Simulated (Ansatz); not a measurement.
# Cu2Ni: the cost of one run

Computed with Ansatz 0.2.0 (DFT PBE, scalar-relativistic, plane waves, PAW, unless a step's input says otherwise).

1 further run of the same task is left out (it didn't finish). Runs told in other sessions of the task aren't counted.

## (1) The starting structure

Symmetry: I4/mmm, No. 139, tetragonal system. The conventional cell has a = 2.537 Å, b = 2.537 Å, c = 10.742 Å, α = 90.00°, β = 90.00°, γ = 90.00°. Cu (site symmetry 4mm) has 4 Ni at 2.52 Å and 8 Cu at 2.54 to 2.57 Å in its first shell of neighbours. Around Ni (site symmetry 4/mmm) lie 8 Cu at 2.52 Å and 4 Ni at 2.54 Å.

Structure file:

```xyz
3
Lattice="0.0000 1.7941 5.3709 1.7935 0.0000 5.3709 1.7935 1.7941 0.0000" Properties=species:S:1:pos:R:3 pbc="T T T"
Cu    1.7935    1.7941    1.7659
Cu    1.7935    1.7941    8.9759
Ni    1.7935    1.7941    5.3709
```

It is the end of an earlier relaxation with the same method, from a generated guess; it needn't be the stable form of this composition. At a tolerance of 0.05 Å it has space group I4/mmm (No. 139); it has 11.52 Å³/atom, an uncorrected energy of +0.02 eV/atom over the elements.

## (2) Electronic structure at the relaxed geometry

Input file input.yaml:

```yaml
crystal:
  lattice:
    - [0.0, 1.7940666657, 5.3708615902]
    - [1.793482621, 0.0, 5.3708615902]
    - [1.793482621, 1.7940666657, 0.0]
  atoms:
    - { symbol: Cu, position: [0.1643917094, 0.1643917094, 0.8356082906] }
    - { symbol: Cu, position: [0.8356082906, 0.8356082906, 0.1643917094] }
    - { symbol: Ni, position: [0.5, 0.5, 0.5] }
basis:
  ecutwfc: 420
kpoints:
  mp_grid: { grid: [20, 20, 20] }
  band_path:
    path:
      - [[0.0, 0.0, 0.0], [0.5, 0.0, 0.5], [0.5, 0.02803977, 0.52803977]]
      - [[0.5, 0.97196023, 0.47196023], [0.5, 0.5, 0.0], [0.97226767, 0.5, 0.47226767]]
      - [[0.02773233, 0.5, 0.52773233], [0.0, 0.5, 0.5], [0.24854051, 0.74854051, 0.5]]
      - [[0.75145949, 0.25145949, 0.5], [0.5, 0.0, 0.5]]
    npoints: 14
hamiltonian:
  xc: pbe
scf:
  occupations: { method: gaussian, width: 0.1 }
  n_extra_bands: 7
output:
  forces: true
  stress: true
  eigenvalues: true
  populations: true
  dos: { projected: true, de: 0.02, nscf_kmesh: { grid: [24, 24, 24] } }
  bader: true
checkpoint:
  read: start.run
  write: ck
  compress: false
  write_wavefunctions: false
  write_every: 100000
```

The run is started by

```bash
ansatz run input.yaml --threads 4 --pin off --max-ram 8192MiB --backend cpu --events-out ev --progress --plain --runs-dir out
```

**Question.** How long does this run take on 4 threads of Arm Neoverse N1, shared host, and how much memory does it need?

About 82 s, with a peak of 1.7 GiB.
